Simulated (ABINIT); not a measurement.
BiTe:

```xyz
2
Lattice="0.0000 3.2350 3.2350 3.2350 0.0000 3.2350 3.2350 3.2350 0.0000" Properties=species:S:1:pos:R:3 pbc="T T T"
Bi    0.0000    0.0000    0.0000
Te    3.2350    3.2350    3.2350
```

Base run:

```yaml
Program: ABINIT 10.8.3 (patched build)
Functional: LDA
Potentials_or_basis: PseudoDojo NC SR LDA v0.4.1 standard
Cutoff: 952 eV
k_mesh: 5 × 5 × 5
Occupations: fermi-dirac, width 0.05 eV
Spin: no spin polarisation
```

Its results: band gap on the k mesh none (metal or under the smearing width); pressure -3.0 GPa.

**Question.** The run is repeated on the same cell with these changes: functional from LDA to PBEsol; potentials or basis from PseudoDojo NC SR LDA v0.4.1 standard to PseudoDojo NC SR PBEsol v0.4.1 standard; cutoff from 952 eV to 925 eV. What comes out?

**Answer.** Band gap on the k mesh none (metal or under the smearing width); pressure -2.1 GPa.

Caveats: spin-orbit coupling is left out, which moves the levels of the heavy elements; the cutoff is short for stress, so the pressure is rough (some runs).
